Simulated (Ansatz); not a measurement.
# CH₆O₂Si₂: one species, many methods

An exercise on one series of results from a longer session: the logs are not shown, and one member is left open.

The runs use Ansatz 0.2.0, Gaussian basis; functionals in def2-TZVPP, the program's frozen cores in correlated methods.

The runs, in order: PBE-D4, r2SCAN-D4, PBE0-D4, B3LYP-D4, ωB97X-V, ωB97M-V, B2PLYP; CCSD(T)/def2-TZVPP; MP2/def2-QZVPP; extrapolation to the limit.

### The geometry

An earlier PBE0-D4 in a triple-zeta def2 set relaxation fixed the geometry.

SMILES `O=CO[SiH2][SiH3]`, 11 atoms, charge 0, spin multiplicity 1.

Atoms are counted from 1 here; the program's logs count them from 0.

Bond lengths: O1–C2 1.201 Å, C2–O3 1.324 Å, C2–H6 1.099 Å, O3–Si4 1.712 Å, Si4–Si5 2.341 Å, Si4–H7 1.483 Å, Si4–H8 1.484 Å, Si5–H9 1.482 Å, Si5–H10 1.487 Å, Si5–H11 1.490 Å. Angles: O1–C2–O3 124.3°, O1–C2–H6 124.0°, O3–C2–H6 111.7°, C2–O3–Si4 117.4°, O3–Si4–Si5 111.7°, O3–Si4–H7 101.7°, O3–Si4–H8 107.9°, Si5–Si4–H7 113.1°, Si5–Si4–H8 112.5°, H7–Si4–H8 109.3°, Si4–Si5–H9 111.1°, Si4–Si5–H10 109.1°, Si4–Si5–H11 108.9°, H9–Si5–H10 110.3°, H9–Si5–H11 109.0°, H10–Si5–H11 108.4°.

The first run:

in.yaml

```yaml
crystal:
  periodic: [false, false, false]
  atoms:
    - {symbol: O, position_ang: [-1.716602, 0.966995, 0.194612]}
    - {symbol: C, position_ang: [-1.174624, 1.463023, -0.755274]}
    - {symbol: O, position_ang: [-0.180329, 0.900481, -1.424687]}
    - {symbol: Si, position_ang: [0.350524, -0.639354, -0.898757]}
    - {symbol: Si, position_ang: [0.747662, -0.675354, 1.407719]}
    - {symbol: H, position_ang: [-1.442866, 2.443548, -1.173223]}
    - {symbol: H, position_ang: [1.580850, -0.825305, -1.705024]}
    - {symbol: H, position_ang: [-0.664233, -1.639653, -1.315023]}
    - {symbol: H, position_ang: [-0.443696, -1.157096, 2.146664]}
    - {symbol: H, position_ang: [1.115732, 0.692661, 1.858669]}
    - {symbol: H, position_ang: [1.892980, -1.586947, 1.684824]}
basis:
  gaussian: {orbitals: def2-TZVPP}
hamiltonian: {xc: pbe, dispersion: d4}
output: {forces: true, orbitals: {seedname: orbitals}}
```

Launch:

```bash
$ ansatz run in.yaml --threads 4 --pin off --events-out ev --progress --plain --max-ram 10444MiB
```

Among the steps run: PBE-D4 (GGA); r2SCAN-D4 (meta-GGA); PBE0-D4 (hybrid); B3LYP-D4 (hybrid); ωB97X-V (range-separated); ωB97M-V (range-separated); B2PLYP (double hybrid); CCSD(T) in def2-TZVPP; MP2 in def2-QZVPP.

One table of the session follows, with a row left open; its other results are not shown here.

It belongs to the step «Atomisation energies». 

```
            method  atomisation energy (kJ/mol)
            PBE-D4                       3989.8
         r2SCAN-D4                       3946.9
           PBE0-D4                       3905.8
          B3LYP-D4                       3928.9
           ωB97X-V                       3962.5
           ωB97M-V                       3942.4
            B2PLYP                       3885.9
     HF/def2-TZVPP                       2821.7
    MP2/def2-TZVPP                       3887.3
   CCSD/def2-TZVPP                       3765.2
CCSD(T)/def2-TZVPP                            ?
           MP2/CBS                       3998.3
       CCSD(T)/CBS                       3939.0
```

Q: Estimate the row for CCSD(T)/def2-TZVPP from the others.

As computed: atomisation energy (kJ/mol): 3828.0. In the column «atomisation energy (kJ/mol)» it lies between CCSD/def2-TZVPP (3765.2) and B2PLYP (3885.9).
